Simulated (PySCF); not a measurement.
# [PbOCl]−: other functionals and bases at one geometry

One table from this session's results is given with a row withheld; the runs are named, their logs left out.

Program: PySCF 2.14.0. Level of theory: several levels, as the steps say, no spin–orbit coupling. These are calculated values, not measurements.

1 further run of the same task is left out (for a known fault of the program).

## Starting geometry

3 atoms, charge -1, spin multiplicity 1.

Bond lengths: Pb1–O2 1.969 Å, Pb1–Cl3 2.684 Å. Angles: O2–Pb1–Cl3 105.5°.

Coordinates:

```
atom    x (Å)   y (Å)    z (Å)
 Pb1   0.2110  0.0000  -0.5189
  O2   1.7192  0.0000   0.7476
 Cl3  -2.0019  0.0000   1.0001
```

Formal oxidation states: Pb +2. An earlier session relaxed this geometry at PBE0, Pb def2-SVP with ECP60, O def2-SVP, Cl def2-SVP (singlet, point group Cs).

At PBE0 on the finer grid: E = -727.926224 Eh, HOMO -1.02 eV, LUMO 3.19 eV, Mulliken charge on Pb1 +0.29 e, largest force component 0.005 eV/Å. 

Levels to run: HF; PBE; PBE0, TZVP. Hardware: 2 threads of Arm Neoverse V2, shared host.

The first run:

File run.py (the lines that set the calculation):

```python
mol = gto.M(atom='''
Pb     0.21100     0.00000    -0.51887
O      1.71923     0.00000     0.74763
Cl    -2.00190     0.00000     1.00013''',
    basis={'Pb': 'def2-SVP', 'O': 'def2-SVP', 'Cl': 'def2-SVP'},
    ecp={'Pb': 'def2-SVP'},
    charge=-1, spin=0)
mf = scf.RHF(mol)
mf = mf.density_fit()  # fitting sets: Pb def2-universal-JKFIT, O def2-universal-JKFIT, Cl def2-universal-JKFIT
mf.conv_tol = 1e-08; mf.max_cycle = 55
mf.kernel(dm0)  # dm0: the density of the relaxed state
```

Launch:

```sh
OMP_NUM_THREADS=2 python run.py
```

Among the steps run: HF; PBE; PBE0, TZVP.

One table of the session follows, with a row left open; its other results are not shown here.

| level | HOMO (eV) | gap (eV) | charge on Pb1 (e) | dipole (D) | largest force component (eV/Å) |
| --- | --- | --- | --- | --- | --- |
| PBE0 (relaxed here) | -1.02 | 4.22 | 0.29 | 5.57 | 0.01 |
| HF | ? | ? | ? | ? | ? |
| PBE | 0.32 | 2.30 | 0.16 | 5.00 | 0.73 |
| PBE0, TZVP | -1.47 | 4.19 | 0.47 | 6.23 | 0.45 |

Q: Estimate the row for HF from the others.

As computed: HOMO (eV): -3.85; gap (eV): 9.50; charge on Pb1 (e): 0.59; dipole (D): 6.56; largest force component (eV/Å): 1.11. In the column «HOMO (eV)» it is the lowest.

The dipole of a charged species depends on the origin, so these sizes hold for this origin alone.

In one basis the HOMO–LUMO gap runs from 2.30 eV (PBE) to 9.50 eV (HF). The largest leftover force, 1.11 eV/Å with HF, stands at a geometry relaxed at another level. Total energies of different levels can't be compared.
